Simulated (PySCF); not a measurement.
**RuO3: singlet, from a T-shaped start**

Aim: relax RuO3 as a singlet from a T-shaped start, check by its vibrations whether the end is a minimum, and collect its spectrum and constants.

Method: PBE0, basis Ru def2-TZVP with ECP28, O def2-TZVP, scalar-relativistic core potentials, no spin–orbit coupling, density fitting; program: PySCF 2.14.0.

### 1 Where the work starts

4 atoms, charge 0, spin multiplicity 1.

Bond lengths: Ru1–O2 1.710 Å, Ru1–O3 1.710 Å, Ru1–O4 1.710 Å. Angles: O2–Ru1–O3 88.0°, O2–Ru1–O4 88.0°, O3–Ru1–O4 176.0°.

```xyz
4
charge 0 multiplicity 1
Ru    0.0000    0.0000    0.0000
O     0.0000    0.0000    1.7100
O     1.7090    0.0000    0.0597
O    -1.7090    0.0000    0.0597
```

### 2 First SCF at the start

The steps below are one call of a driver around PySCF. For each, scf.py gives the equivalent set-up of the SCF; relaxations use the driver's own optimiser. After this first run the driver tries any further starts and a stability analysis.

scf.py

```python
from pyscf import gto, scf, dft
mol = gto.M(atom='''
Ru     0.000000     0.000000     0.000000
O      0.000000     0.000000     1.710000
O      1.709000     0.000000     0.059700
O     -1.709000     0.000000     0.059700''',
    basis={'Ru': 'def2-TZVP', 'O': 'def2-TZVP'},
    ecp={'Ru': 'def2-TZVP'},
    charge=0, spin=0)
mf = dft.RKS(mol, xc='PBE0')
mf.grids.atom_grid = (50, 194)
aux = {'Ru': 'def2-universal-JKFIT', 'O': 'def2-universal-JKFIT'}
mf = mf.density_fit(auxbasis=aux)
mf.conv_tol = 1e-08
mf.diis_space = 10
mf.max_cycle = 60
mf.init_guess = 'minao'
mf.verbose = 4
mf.kernel()
```

Run with:

```console
$ OMP_NUM_THREADS=4 python axn.py task.json out
```

The runs that follow: T-shaped start, singlet: relaxation; Hessian and properties.

**Question.** What will these runs give? Wanted: minimum; geometry; wavenumbers; dipole moment; highest occupied, lowest empty level; polar-tensor charge of Ru1; zero-point energy; atomisation energy.

As calculated:

| quantity | value |
| --- | --- |
| minimum | singlet, D3h |
| geometry | Ru–O 1.660 Å (×3); O–Ru–O 120.0° (×3) |
| wavenumbers (cm⁻¹) | 104 (a2''), 320 (e'), 1009 (e'), 1029 (a1') |
| dipole moment | 0.00 D |
| highest occupied, lowest empty level | -8.80, -4.96 eV |
| polar-tensor charge of Ru1 | +1.49 e |
| zero-point energy | 22.7 kJ/mol |
| entropy at 298.15 K | 286.3 J/(mol K) |
| atomisation energy (no zero-point energy) | 1356 kJ/mol |

In words: From C2v at the start the molecule goes to a D3h minimum. In the infrared the band at 1009 cm⁻¹ (e', stretch) leads. The dipole vanishes although Ru1 carries +1.5 e by the polar tensor: the bond dipoles cancel. Only this shape and spin were tried, so other structures or states may lie lower.
